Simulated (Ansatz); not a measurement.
# ZrB2 (AlB2 type): zero-pressure volume and bulk modulus with PBE + D4

One table from this session's results is given with a row withheld; the runs are named, their logs left out.

Computed with Ansatz 0.2.0 (DFT PBE + D4, scalar-relativistic, plane waves, PAW, unless a step's input says otherwise).

1 further run of the same task is left out (set aside as unsound or not needed). Runs told in other sessions of the task aren't counted.

### The structure to begin with

The structure is hexagonal, space group P6/mmm (No. 191). Conventional cell: a = 3.163 Å, b = 3.163 Å, c = 3.524 Å, α = 90.00°, β = 90.00°, γ = 120.00°. Zr (site symmetry 6/mmm) has 12 B at 2.54 Å in its first shell of neighbours. B (site symmetry -6m2) has 3 B at 1.83 Å and 6 Zr at 2.54 Å in its first shell of neighbours.

Structure file:

```xyz
3
Lattice="3.1632 0.0000 0.0000 -1.5816 2.7394 0.0000 0.0000 0.0000 3.5240" Properties=species:S:1:pos:R:3 pbc="T T T"
Zr    0.0000    0.0000    0.0000
B     0.0000    1.8263    1.7620
B     1.5816    0.9131    1.7620
```

At PBE, an earlier run found 2.42 GPa for this cell of 10.179 Å³/atom (8×8×8 mesh), a metal on this mesh.

The first run:

The input, input.yaml:

```yaml
crystal:
  lattice:
    - [3.1632195451, 0.0, 0.0]
    - [-1.5816097725, 2.7394284838, 0.0]
    - [0.0, 0.0, 3.5239748476]
  atoms:
    - { symbol: Zr, position: [0.0, 0.0, 0.0] }
    - { symbol: B, position: [0.3333333333, 0.6666666667, 0.5] }
    - { symbol: B, position: [0.6666666667, 0.3333333333, 0.5] }
basis:
  ecutwfc: 420
  ecutrho_ratio: 4
kpoints:
  mp_grid: { grid: [8, 8, 8] }
hamiltonian:
  xc: pbe
  dispersion: d4
scf:
  occupations: { method: gaussian, width: 0.05 }
output:
  forces: true
  stress: true
  eigenvalues: true
relax:
  f_tol: 0.02
  max_steps: 40
  cell: { stress_tol: 0.2, fix: [volume] }
```

Launch:

```
ansatz run input.yaml --threads 4 --pin off --max-ram 8192MiB --backend cpu --events-out ev --progress --plain --runs-dir out
```

Among the steps run: At the given cell; Stepping to 9.942 Å³/atom; Stepping to 10.032 Å³/atom; Volume × 0.98 of the new zero; Volume × 1.02 of the new zero; Volume × 0.96 of the new zero; Volume × 1.04 of the new zero.

One table of the session follows, with a row left open; its other results are not shown here.

It belongs to the step «Energy and pressure against volume». 

```
volume (Å³/atom)  energy (meV/atom)  pressure (GPa)
           9.631              13.33           10.99
           9.832               3.24            5.23
          10.032               0.00            0.01
          10.233                  ?               ?
          10.434              11.64           -9.01
```

Estimate the missing values for volume (Å³/atom) = 10.233.

Worked estimate for «energy (meV/atom)». A straight line through the neighbours (10.032, 0.00) and (10.434, 11.64) gives 0.00 + (11.64 − 0.00) × (10.233 − 10.032) / (10.434 − 10.032) = 5.82; a parabola fitted to 3 rows on both sides gives 2.79.

As computed: energy (meV/atom): 3.00; pressure (GPa): -4.72. In «energy (meV/atom)» the line misses by +2.82 and the parabola by -0.21.
